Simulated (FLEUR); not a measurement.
# InSb3 (Pm-3m) in FLEUR: a series of runs

Runs on InSb3. Level: LDA. Tasks: band structure, equation of state.

Everything below comes from runs of FLEUR MaX-R8.1 (later development tree). Logs are shortened: lines on timing, memory, paths and dates and some standing lists are left out, and cuts for length are marked.

**1. Starting point**

Symmetry: Pm-3m, No. 221, cubic system. Conventional cell: a = 4.806 Å, b = 4.806 Å, c = 4.806 Å, α = 90.00°, β = 90.00°, γ = 90.00°. Sb (site symmetry 4/mmm) is surrounded by 8 Sb at 3.40 Å and 4 In at 3.40 Å. In (site symmetry m-3m) has 12 Sb at 3.40 Å as nearest neighbours.

The cell comes from a database or a generator and needn't be the stable form of this composition.

**2. Band structure, LDA**

Contents of inp.xml:

```xml
<?xml version="1.0" encoding="UTF-8" standalone="no"?>
<fleurInput fleurInputVersion="0.39">
   <comment>
      InSb3                                                                                               
   </comment>
   <calculationSetup>
      <cutoffs Kmax="4.1" Gmax="12.7" GmaxXC="12.7" numbands="0"/>
      <scfLoop itmax="60" minDistance="0.00001" maxIterBroyd="15" imix="Anderson" alpha="0.05" precondParam="0.0" spinf="2.0" sdNocoIR="T"/>
      <coreElectrons ctail="T" frcor="F" kcrel="0" coretail_lmax="0"/>
      <xcFunctional name="vwn" relativisticCorrections="F"/>
      <magnetism jspins="1"/>
      <soc l_soc="F" theta="0.0" phi="0.0" spav="F"/>
      <expertModes spex="0" secvar="F"/>
      <geometryOptimization l_f="F" forcealpha="1.0" forcemix="BFGS" epsdisp="0.00001" epsforce="0.00001"/>
      <ldaU l_linMix="F" mixParam="0.05" spinf="1.0"/>
   </calculationSetup>
   <cell>
      <bzIntegration valenceElectrons="84.0" mode="hist" fermiSmearingEnergy="0.00183747">
         <kPointListSelection listName="default-1"/>
         <!-- k-points included here -->
         <xi:include xmlns:xi="http://www.w3.org/2001/XInclude" href="kpts.xml"> </xi:include>
      </bzIntegration>
      <!-- symmetry operations included here -->
      <xi:include xmlns:xi="http://www.w3.org/2001/XInclude" href="sym.xml"> </xi:include>
[... 37 lines left out ...]
         <lo type="SCLO" l="1" n="4" eDeriv="0"/>
         <lo type="SCLO" l="1" n="4" eDeriv="1"/>
         <lo type="SCLO" l="2" n="4" eDeriv="2"/>
         <lo type="SCLO" l="3" n="4" eDeriv="2"/>
      </species>
   </atomSpecies>
   <atomGroups>
      <atomGroup species="Antimony (Sb)">
         <relPos label="                   1">1.000/2.000 1.000/2.000 .0000000000</relPos>
         <relPos label="                   2">.0000000000 1.000/2.000 1.000/2.000</relPos>
         <relPos label="                   3">1.000/2.000 .0000000000 1.000/2.000</relPos>
         <force calculate="T" relaxXYZ="TTT"/>
      </atomGroup>
      <atomGroup species="Indium (In)">
         <relPos label="                   4">.0000000000 .0000000000 .0000000000</relPos>
         <force calculate="T" relaxXYZ="TTT"/>
      </atomGroup>
   </atomGroups>
   <output dos="F" band="F" slice="F">
      <checks vchk="F" cdinf="F"/>
      <bandDOS minEnergy="-.5*Htr" maxEnergy="0.5*Htr" sigma="0.015" storeEVData="T"/>
      <vacuumDOS vacdos="F" integ="F" star="F" nstars="0" locx1="0.0" locy1="0.0" locx2="0.0" locy2="0.0" nstm="0" tworkf="0.0"/>
      <unfoldingBand unfoldBand="F" supercellX="1" supercellY="1" supercellZ="1"/>
      <plotting iplot="0" polar="F">
         <plot TwoD="T" vec1="  1.0  0.0  0.0" vec2="  0.0  1.0  0.0" vec3="  0.0  0.0  1.0" zero="  0.0  0.0  0.0" file="plot"/>
      </plotting>
      <chargeDensitySlicing numkpt="0" minEigenval="0.0" maxEigenval="0.0" nnne="0" pallst="F"/>
      <specialOutput eonly="F"/>
      <moessbauerParams electricFieldGradient="T" isomerShift="T" coreHyperfine="T" valenceHyperfine="T"/>
      <magneticCircularDichroism mcd="F" energyLo="-10.0" energyUp="0.0"/>
   </output>
  <!-- We include the file relax.xml here to enable relaxations (see documentation) -->
  <xi:include xmlns:xi="http://www.w3.org/2001/XInclude" href="relax.xml"> <xi:fallback/> </xi:include>
</fleurInput>
```

Contents of crystal.txt:

```
InSb3
&input cartesian=F /
4.8063670000  0.0000000000  0.0000000000
0.0000000000  4.8063670000  0.0000000000
0.0000000000  0.0000000000  4.8063670000
1.8897261246
1.0 1.0 1.0

4
51 0.5000000000  0.5000000000  0.0000000000
51 0.0000000000  0.5000000000  0.5000000000
51 0.5000000000  0.0000000000  0.5000000000
49 0.0000000000  0.0000000000  0.0000000000

&kpt div1=6 div2=6 div3=6 gamma=T /
```

Contents of inp.xml (bands):

```
<?xml version="1.0" encoding="UTF-8" standalone="no"?>
<fleurInput fleurInputVersion="0.39">
   <comment>
      InSb3                                                                                               
   </comment>
   <calculationSetup>
      <cutoffs Kmax="4.1" Gmax="12.7" GmaxXC="12.7" numbands="0"/>
      <scfLoop itmax="60" minDistance="0.00001" maxIterBroyd="15" imix="Anderson" alpha="0.05" precondParam="0.0" spinf="2.0" sdNocoIR="T"/>
      <coreElectrons ctail="T" frcor="F" kcrel="0" coretail_lmax="0"/>
      <xcFunctional name="vwn" relativisticCorrections="F"/>
      <magnetism jspins="1"/>
      <soc l_soc="F" theta="0.0" phi="0.0" spav="F"/>
      <expertModes spex="0" secvar="F"/>
      <geometryOptimization l_f="F" forcealpha="1.0" forcemix="BFGS" epsdisp="0.00001" epsforce="0.00001"/>
      <ldaU l_linMix="F" mixParam="0.05" spinf="1.0"/>
   </calculationSetup>
   <cell>
      <bzIntegration valenceElectrons="84.0" mode="hist" fermiSmearingEnergy="0.00183747">
         <kPointListSelection listName="path-1"/>
         <!-- k-points included here -->
         <xi:include xmlns:xi="http://www.w3.org/2001/XInclude" href="kpts.xml"> </xi:include>
      </bzIntegration>
      <!-- symmetry operations included here -->
      <xi:include xmlns:xi="http://www.w3.org/2001/XInclude" href="sym.xml"> </xi:include>
[... 37 lines left out ...]
         <lo type="SCLO" l="1" n="4" eDeriv="0"/>
         <lo type="SCLO" l="1" n="4" eDeriv="1"/>
         <lo type="SCLO" l="2" n="4" eDeriv="2"/>
         <lo type="SCLO" l="3" n="4" eDeriv="2"/>
      </species>
   </atomSpecies>
   <atomGroups>
      <atomGroup species="Antimony (Sb)">
         <relPos label="                   1">1.000/2.000 1.000/2.000 .0000000000</relPos>
         <relPos label="                   2">.0000000000 1.000/2.000 1.000/2.000</relPos>
         <relPos label="                   3">1.000/2.000 .0000000000 1.000/2.000</relPos>
         <force calculate="T" relaxXYZ="TTT"/>
      </atomGroup>
      <atomGroup species="Indium (In)">
         <relPos label="                   4">.0000000000 .0000000000 .0000000000</relPos>
         <force calculate="T" relaxXYZ="TTT"/>
      </atomGroup>
   </atomGroups>
   <output dos="F" band="T" slice="F">
      <checks vchk="F" cdinf="F"/>
      <bandDOS minEnergy="-.5*Htr" maxEnergy="0.5*Htr" sigma="0.015" storeEVData="T"/>
      <vacuumDOS vacdos="F" integ="F" star="F" nstars="0" locx1="0.0" locy1="0.0" locx2="0.0" locy2="0.0" nstm="0" tworkf="0.0"/>
      <unfoldingBand unfoldBand="F" supercellX="1" supercellY="1" supercellZ="1"/>
      <plotting iplot="0" polar="F">
         <plot TwoD="T" vec1="  1.0  0.0  0.0" vec2="  0.0  1.0  0.0" vec3="  0.0  0.0  1.0" zero="  0.0  0.0  0.0" file="plot"/>
      </plotting>
      <chargeDensitySlicing numkpt="0" minEigenval="0.0" maxEigenval="0.0" nnne="0" pallst="F"/>
      <specialOutput eonly="F"/>
      <moessbauerParams electricFieldGradient="T" isomerShift="T" coreHyperfine="T" valenceHyperfine="T"/>
      <magneticCircularDichroism mcd="F" energyLo="-10.0" energyUp="0.0"/>
   </output>
  <!-- We include the file relax.xml here to enable relaxations (see documentation) -->
  <xi:include xmlns:xi="http://www.w3.org/2001/XInclude" href="relax.xml"> <xi:fallback/> </xi:include>
</fleurInput>
```

Potentials or basis: all-electron, FLAPW.

Launch:

```sh
$ inpgen -f crystal.txt -profile fastHighL
$ # inp.xml edited to the form shown
$ fleur_MPI
$ fleur_MPI   # second run, on inp.xml (bands)
```

The log of the run:

```text
Welcome to FLEUR        (www.flapw.de)
      MaX-Release 8.1          (www.max-centre.eu)

 ========== k-point set info ==========
 Selected k-point list: default-1
 k-point list type: mesh
 6 x 6 x 6
 Number of k points: 20

 ------------Calculation Setup---------------------------
 Number of MPI-tasks      :            1
 Number of PE/node        :            1
 Number of OMP-threads    :            1
 Most efficient MPI parallelization for:
           1           2           4           5          10          20
 Additional eigenvalue parallelization possible
 Number of basis functions:         1080
 Approximate size of matrices (H+S) per k-point:         0.017 GB
 --------------------------------------------------------
 Iteration:     1   Distance:       4.26907104 me/bohr^3
 Iteration:     2   Distance:       3.98462715 me/bohr^3
 Iteration:     3   Distance:       1.42558410 me/bohr^3
 Iteration:     4   Distance:       0.33784830 me/bohr^3
 Iteration:     5   Distance:       0.30171800 me/bohr^3
 Iteration:     6   Distance:       0.05931395 me/bohr^3
 Iteration:     7   Distance:       0.01080248 me/bohr^3
 Iteration:     8   Distance:       0.00805734 me/bohr^3
 Iteration:     9   Distance:       0.00192187 me/bohr^3
 Iteration:    10   Distance:       0.00049597 me/bohr^3
 Iteration:    11   Distance:       0.00039090 me/bohr^3
 Iteration:    12   Distance:       0.00007801 me/bohr^3
 Iteration:    13   Distance:       0.00000577 me/bohr^3

 ********************************************************************
 Run finished successfully
 Stop message:
   all done
 ********************************************************************
```

output (bands):

```text
Welcome to FLEUR        (www.flapw.de)
      MaX-Release 8.1          (www.max-centre.eu)

 ========== k-point set info ==========
 Selected k-point list: path-1
 k-point list type: path
 Number of k points: 60

 ------------Calculation Setup---------------------------
 Number of MPI-tasks      :            1
 Number of PE/node        :            1
 Number of OMP-threads    :            1
 Most efficient MPI parallelization for:
           1           2           3           4           5           6          10          12          15          20          30          60
 Additional eigenvalue parallelization possible
 Number of basis functions:         1080
 Approximate size of matrices (H+S) per k-point:         0.017 GB
 --------------------------------------------------------
 Fermi energy correction for metals:
 Fermi energy in bands.* files may not be consistent with last density.
 Please correct it manually (e.g. in band.gnu file).

 Note: Band structure data (together with different weights) is also stored in the banddos.hdf file.
       A convenient way of extracting and plotting the data from that file is by making use of the

 ********************************************************************
 Run finished successfully
 Stop message:
   Charge density postprocessing done.
 ********************************************************************
```

out.xml (last iteration):

```text
<iteration numberForCurrentRun="   13" overallNumber="   13">
         <energyParameters units="Htr">
            <atomicEP atomType="1" spin="1" branch="5s" branchLowest="-5.02" branchHighest="0.47" value="-0.0805188394"/>
            <atomicEP atomType="1" spin="1" branch="5p" branchLowest="-3.29" branchHighest="1.09" value="0.1842323182"/>
            <atomicEP atomType="1" spin="1" branch="5d" branchLowest="-0.78" branchHighest="2.19" value="0.4137392446"/>
            <atomicEP atomType="1" spin="1" branch="4f" branchLowest="-9.99" branchHighest="1.66" value="0.5669509891"/>
            <loAtomicEP atomType="1" spin="1" branch="4p" branchLowest="-27.10" branchHighest="-3.29" value="-3.3035995910"/>
            <loAtomicEP atomType="1" spin="1" branch="4p" branchLowest="-27.10" branchHighest="-3.29" value="-3.3035995910"/>
            <loAtomicEP atomType="1" spin="1" branch="4d" branchLowest="-18.51" branchHighest="-0.78" value="-0.7933880714"/>
            <loAtomicEP atomType="1" spin="1" branch="4d" branchLowest="-18.51" branchHighest="-0.78" value="-0.7933880714"/>
            <loAtomicEP atomType="1" spin="1" branch="5s" branchLowest="-5.02" branchHighest="0.47" value="-0.0805188394"/>
            <loAtomicEP atomType="1" spin="1" branch="4f" branchLowest="-9.99" branchHighest="1.66" value="0.5669519203"/>
            <atomicEP atomType="2" spin="1" branch="5s" branchLowest="-3.95" branchHighest="0.85" value="0.0749321381"/>
            <atomicEP atomType="2" spin="1" branch="5p" branchLowest="-2.43" branchHighest="1.45" value="0.2710693580"/>
            <atomicEP atomType="2" spin="1" branch="4d" branchLowest="-15.47" branchHighest="-0.21" value="-0.2446237164"/>
            <atomicEP atomType="2" spin="1" branch="4f" branchLowest="-9.99" branchHighest="1.92" value="0.6104823461"/>
            <loAtomicEP atomType="2" spin="1" branch="4s" branchLowest="-28.48" branchHighest="-3.95" value="-3.9555231639"/>
            <loAtomicEP atomType="2" spin="1" branch="4p" branchLowest="-23.38" branchHighest="-2.43" value="-2.4408884731"/>
            <loAtomicEP atomType="2" spin="1" branch="4p" branchLowest="-23.38" branchHighest="-2.43" value="-2.4408884731"/>
            <loAtomicEP atomType="2" spin="1" branch="4d" branchLowest="-15.47" branchHighest="-0.21" value="-0.2551700833"/>
            <loAtomicEP atomType="2" spin="1" branch="4f" branchLowest="-9.99" branchHighest="1.92" value="0.6104843209"/>
         </energyParameters>
         <eigenvalues>
            <eigenvaluesAt spin="1" ikpt="1" k_x="0.00000000" k_y="0.00000000" k_z="0.00000000">
                      -3.9555217915       -3.2938327065       -3.2938327065       -3.2938327065       -3.2933970485
                      -3.2933970485       -3.2933970485       -3.2933950444       -3.2933950444       -3.2933950444
                      -2.4335663103       -2.4335663103       -2.4335663103       -0.7979544028       -0.7979544028
                      -0.7979544028       -0.7976032715       -0.7963927099       -0.7963927099       -0.7957409449
                      -0.7957409449       -0.7957409449       -0.7955581811       -0.7955581811       -0.7944161429
                      -0.7942385790       -0.7942385790       -0.7942385790       -0.2574503282       -0.2574503282
                      -0.2568425525       -0.2568425525       -0.2568425525       -0.1755046529       -0.0059778600
                      -0.0059778600        0.1167449207        0.1167449207        0.1167449207        0.1370272864
                       0.2884862888        0.2884862888        0.2884862888        0.3352047526        0.3352047526
                       0.3352047526        0.4500734393        0.4500734393        0.4578051312        0.4702462842
[... 91 lines left out ...]
               <shell n="2" l="0" isomerShift="21759.85107"/>
               <shell n="2" l="1" isomerShift="548.59245"/>
               <shell n="3" l="0" isomerShift="4260.58202"/>
               <shell n="3" l="1" isomerShift="116.34564"/>
               <shell n="4" l="0" isomerShift="888.12546"/>
               <shell n="3" l="2" isomerShift="0.00002"/>
            </coreIsomerShift>
            <coreIsomerShift atomType="2" isTotal="176257.10030">
               <shell n="1" l="0" isomerShift="154360.35757"/>
               <shell n="2" l="0" isomerShift="17946.33510"/>
               <shell n="2" l="1" isomerShift="412.91816"/>
               <shell n="3" l="0" isomerShift="3451.85079"/>
               <shell n="3" l="1" isomerShift="85.63867"/>
               <shell n="3" l="2" isomerShift="0.00001"/>
            </coreIsomerShift>
            <isomerShift atomType="1" nucleusRadius="0.0001171" averageDensity="211911.00712"/>
            <isomerShift atomType="2" nucleusRadius="0.0001148" averageDensity="177005.40184"/>
            <electricFieldGradient atomType="1" VXX="-0.21065" VYY="-0.21065" VZZ="0.42129" asymParam="0.00000">
            </electricFieldGradient>
            <electricFieldGradient atomType="2" VXX="0.00000" VYY="0.00000" VZZ="0.00000" asymParam="0.00000">
            </electricFieldGradient>
         </moessbauerParams>
         <totalEnergy                                    value="   -25312.5105660124" units="Htr">
            <sumOfEigenvalues                            value="   -15299.7819703583">
               <coreElectrons value="-15193.1251249441"/>
               <valenceElectrons value="-106.6568454142"/>
            </sumOfEigenvalues>
            <densityCoulombPotentialIntegral value="-41109.6553708257"/>
            <densityEffectivePotentialIntegral value="-41972.2044747526"/>
            <chargeDenXCDenIntegral value="-650.4212412836"/>
            <FockExchangeEnergyValence value="0.0000000000"/>
            <FockExchangeEnergyCore value="0.0000000000"/>
            <atomTypeDependentContributions atomType="1">
               <electronNucleiInteractionDifferentMTs value="23559.1561994737"/>
               <MadelungTerm value="-75.6751152468"/>
            </atomTypeDependentContributions>
            <atomTypeDependentContributions atomType="2">
               <electronNucleiInteractionDifferentMTs value="7123.6284104404"/>
               <MadelungTerm value="-21.2244185493"/>
            </atomTypeDependentContributions>
            <tkbTimesEntropy value="0.0008080015"/>
            <freeEnergy value="-25312.5113740139"/>
            <extrapolationTo0K value="-25312.5109700132"/>
         </totalEnergy>
         <densityConvergence units="me/bohr^3">
            <chargeDensity spin="1" distance="0.0000057728"/>
         </densityConvergence>
      </iteration>
```

Run time: 3 min. Hardware: 1 thread of Arm Neoverse V2, shared host; peak memory 0.11 GiB.

What came out:

| Item | Value |
| --- | --- |
| Free energy | -688788.5239 eV |
| Band gap along the path | none (metal or under the smearing width) |
| Valence electrons inside the program's atomic spheres | Sb 19.03; In 19.41 (radii Sb 2.66, In 2.66 bohr) |

Levels at the corners of the path, in eV from the Fermi level:
```csv
point,band 40,band 41,band 42,band 43,band 44,band 45
Γ,-3.71,0.41,0.41,0.41,1.68,1.68
X,-2.09,-2.09,-1.09,-0.83,1.89,2.12
M,-1.67,-1.33,-1.10,-1.10,-0.55,1.04
Γ,-3.71,0.41,0.41,0.41,1.68,1.68
R,-4.95,-4.89,3.42,3.42,3.48,3.48
X,-2.09,-2.09,-1.09,-0.83,1.89,2.12
M,-1.67,-1.33,-1.10,-1.10,-0.55,1.04
R,-4.95,-4.89,3.42,3.42,3.48,3.48
```

Core levels (eV from the Fermi level):
```
atom                                                                                                                                           levels
1 Sb  1s1/2 -30246.4, 2s1/2 -4598.6, 2p1/2 -4304.2, 2p3/2 -4052.8, 3s1/2 -897.6, 3p1/2 -777.1, 3p3/2 -730.7, 4s1/2 -144.0, 3d3/2 -517.0, 3d5/2 -507.4
2 Sb  1s1/2 -30246.4, 2s1/2 -4598.6, 2p1/2 -4304.2, 2p3/2 -4052.8, 3s1/2 -897.6, 3p1/2 -777.1, 3p3/2 -730.7, 4s1/2 -144.0, 3d3/2 -517.0, 3d5/2 -507.4
3 Sb  1s1/2 -30246.4, 2s1/2 -4598.6, 2p1/2 -4304.2, 2p3/2 -4052.8, 3s1/2 -897.6, 3p1/2 -777.1, 3p3/2 -730.7, 4s1/2 -144.0, 3d3/2 -517.0, 3d5/2 -507.4
4 In                1s1/2 -27699.7, 2s1/2 -4143.7, 2p1/2 -3866.2, 2p3/2 -3655.6, 3s1/2 -782.4, 3p1/2 -670.2, 3p3/2 -632.2, 3d3/2 -433.0, 3d5/2 -425.2
```

Caveat: spin-orbit coupling is left out, which moves the levels of the heavy elements.

**3. Equation of state, LDA, 26.09 Å³/atom (volume scaled by 0.94)**

Changes to inp.xml since step 2:

```diff
@@ -24,3 +24,3 @@
       <xi:include xmlns:xi="http://www.w3.org/2001/XInclude" href="sym.xml"> </xi:include>
-      <bulkLattice scale="1.0">
+      <bulkLattice scale="0.9795861087">
          <bravaisMatrix>
```

Potentials or basis: all-electron, FLAPW.

Launch:

```sh
$ inpgen -f crystal.txt -profile fastHighL
$ # inp.xml edited to the form shown
$ fleur_MPI
```

It took 2.1 min on 1 thread of Arm Neoverse V2, shared host; peak memory 0.1 GiB.

It converged, with:

- Free energy: -688788.6225 eV
- Band gap on the k mesh: none (metal or under the smearing width)
- Valence electrons inside the program's atomic spheres: Sb 19.08; In 19.45 (radii Sb 2.66, In 2.66 bohr)

**4. Equation of state, LDA, 26.65 Å³/atom (volume scaled by 0.96)**

Changes to inp.xml since step 3:

```diff
@@ -24,3 +24,3 @@
       <xi:include xmlns:xi="http://www.w3.org/2001/XInclude" href="sym.xml"> </xi:include>
-      <bulkLattice scale="0.9795861087">
+      <bulkLattice scale="0.9864848297">
          <bravaisMatrix>
```

Launch:

```sh
$ inpgen -f crystal.txt -profile fastHighL
$ # inp.xml edited to the form shown
$ fleur_MPI
```

Run time: 2.3 min. Hardware: 1 thread of Arm Neoverse V2, shared host; peak memory 0.1 GiB.

Results (log left out):

- Free energy: -688788.6047 eV
- Band gap on the k mesh: none (metal or under the smearing width)
- Valence electrons inside the program's atomic spheres: Sb 19.06; In 19.44 (radii Sb 2.66, In 2.66 bohr)

**5. Equation of state, LDA, 27.76 Å³/atom**

Changes to inp.xml since step 4:

```diff
@@ -24,3 +24,3 @@
       <xi:include xmlns:xi="http://www.w3.org/2001/XInclude" href="sym.xml"> </xi:include>
-      <bulkLattice scale="0.9864848297">
+      <bulkLattice scale="1.0000000000">
          <bravaisMatrix>
```

Launch:

```sh
$ inpgen -f crystal.txt -profile fastHighL
$ # inp.xml edited to the form shown
$ fleur_MPI
```

It took 2.4 min on 1 thread of Arm Neoverse V2, shared host; peak memory 0.1 GiB.

The run converged. Its results:

- Free energy: -688788.5239 eV
- Band gap on the k mesh: none (metal or under the smearing width)
- Valence electrons inside the program's atomic spheres: Sb 19.03; In 19.41 (radii Sb 2.66, In 2.66 bohr)

(Continued in part 2 of 2.)
